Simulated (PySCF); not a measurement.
**[PbF]+: other functionals and bases at one geometry**

An exercise on one series of results from a longer session: the logs are not shown, and one member is left open.

Computed with PySCF 2.14.0. Level: several levels, as the steps say, no spin–orbit coupling.

2 further runs of the same task are left out: 2 for a known fault of the program.

## Where the work starts

2 atoms, charge 1, spin multiplicity 1.

Bond lengths: Pb1–F2 2.001 Å.

Coordinates:

```xyz
2
charge 1, multiplicity 1
Pb    0.0000    0.0000   -0.1379
F     0.0000    0.0000    1.8636
```

Formal oxidation states: Pb +2. An earlier session relaxed this geometry at PBE0, Pb def2-SVP with ECP60, F def2-SVP (singlet, point group C∞v).

At PBE0 on the finer grid: E = -292.289053 Eh, HOMO -16.01 eV, LUMO -9.05 eV, Mulliken charge on Pb1 +1.38 e, largest force component 0.008 eV/Å. 

Levels to run: CAM-B3LYP; TPSSh; r2SCAN; BP86; PBE0, TZVP; PBE0, x2c-SVP. Hardware: 2 threads of Arm Neoverse V2, shared host.

Set-up of the first run:

Contents of run.py (the lines that set the calculation):

```python
mol = gto.M(atom='''
Pb     0.00000     0.00000    -0.13793
F      0.00000     0.00000     1.86356''',
    basis={'Pb': 'def2-SVP', 'F': 'def2-SVP'},
    ecp={'Pb': 'def2-SVP'},
    charge=1, spin=0)
mf = dft.RKS(mol, xc='CAMB3LYP')
mf.grids.atom_grid = (75, 302)
mf = mf.density_fit()  # fitting sets: Pb def2-universal-JKFIT, F def2-universal-JKFIT
mf.conv_tol = 1e-08; mf.max_cycle = 55
mf.kernel(dm0)  # dm0: the density of the relaxed state
```

On the command line:

```bash
> OMP_NUM_THREADS=2 python run.py
```

Among the steps run: CAM-B3LYP; TPSSh; r2SCAN; BP86; PBE0, TZVP; PBE0, x2c-SVP.

One table of the session follows, with a row left open; its other results are not shown here.

| level | HOMO (eV) | gap (eV) | charge on Pb1 (e) | dipole (D) | largest force component (eV/Å) |
| --- | --- | --- | --- | --- | --- |
| PBE0 (relaxed here) | -16.01 | 6.96 | 1.38 | 3.65 | 0.01 |
| CAM-B3LYP | -17.37 | 9.21 | 1.37 | 3.64 | 0.19 |
| TPSSh | ? | ? | ? | ? | ? |
| r2SCAN | -14.86 | 5.28 | 1.36 | 3.45 | 0.14 |
| BP86 | -14.66 | 4.74 | 1.30 | 3.18 | 0.56 |
| PBE0, TZVP | -16.15 | 7.05 | 1.40 | 3.75 | 0.67 |
| PBE0, x2c-SVP | -16.03 | 6.95 | 1.39 | 3.63 | 0.08 |

**Question.** Estimate the row for TPSSh.

The run gave: HOMO (eV): -15.20; gap (eV): 5.84; charge on Pb1 (e): 1.35; dipole (D): 3.45; largest force component (eV/Å): 0.23. In the column «HOMO (eV)» it lies between PBE0 (relaxed here) (-16.01) and r2SCAN (-14.86).

The dipole of a charged species depends on the origin, so these sizes hold for this origin alone.

In one basis the HOMO–LUMO gap runs from 4.74 eV (BP86) to 9.21 eV (CAM-B3LYP). The largest leftover force, 0.67 eV/Å with PBE0, TZVP, stands at a geometry relaxed at another level. Total energies of different levels can't be compared.
